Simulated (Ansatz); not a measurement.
NiMoIrPdW:

```
CELL_PARAMETERS angstrom
-1.37004 1.37004 9.71647
1.37004 -1.37004 9.71647
1.37004 1.37004 -9.71647
ATOMIC_POSITIONS crystal
Ni 0.19862 0.19862 0.00000
Mo 0.60922 0.60922 0.00000
Pd 0.79310 0.79310 0.00000
Ir 0.39944 0.39944 0.00000
W 0.99565 0.99565 0.00000
```

The cell was built by a generator and needn't be a form met in nature.

```yaml
Program: Ansatz 0.2.0
Task: single point
Functional: PBE
Potentials_or_basis: Ansatz PAW
Cutoff: "420 eV (not typed: the program's choice for these potentials)"
k_mesh: 13 × 13 × 13
Occupations: fermi-dirac, width 0.05 eV
Spin: collinear spin, ferromagnetic start
Starting_moments: "[1.0, 1.0, 0.0, 0.6, 0.0] μB"
```

On this cell: pressure 0.0 GPa; largest force 0.032 eV/Å; net moment 0.00 μB per cell; band gap on the k mesh none (metal or under the smearing width).

The same run follows on a disturbed copy (atoms moved at random, drawn with an rms of 0.05 Å):

```xyz
5
Lattice="-1.3700 1.3700 9.7165 1.3700 -1.3700 9.7165 1.3700 1.3700 -9.7165" Properties=species:S:1:pos:R:3 pbc="T T T"
Ni   -0.0218   -0.0171    3.8550
Mo    0.0483    0.0077   11.8153
Pd    0.0063    0.0136   15.4343
Ir   -0.0004    0.0319    7.7431
W     0.0053   -0.0189   19.3467
```

Problem. What does the disturbed cell give?

Solution. The energy (extrapolated to zero smearing) moves by +5.5 meV/atom; pressure 0.0 GPa; largest force 0.421 eV/Å; net moment 0.00 μB per cell; band gap on the k mesh none (metal or under the smearing width).

Forces in eV/Å, atoms in the order of the input:
```
Ni   0.259  0.126 -0.045
Mo  -0.259 -0.081  0.264
Pd  -0.044 -0.042 -0.317
Ir   0.050 -0.277  0.314
W   -0.006  0.274 -0.215
```

Stress tensor (GPa, compression positive):
```
-0.21 -0.01  0.38
-0.01 -0.20  1.05
 0.38  1.05  0.48
```

Caveats: the starting moments weren't kept.
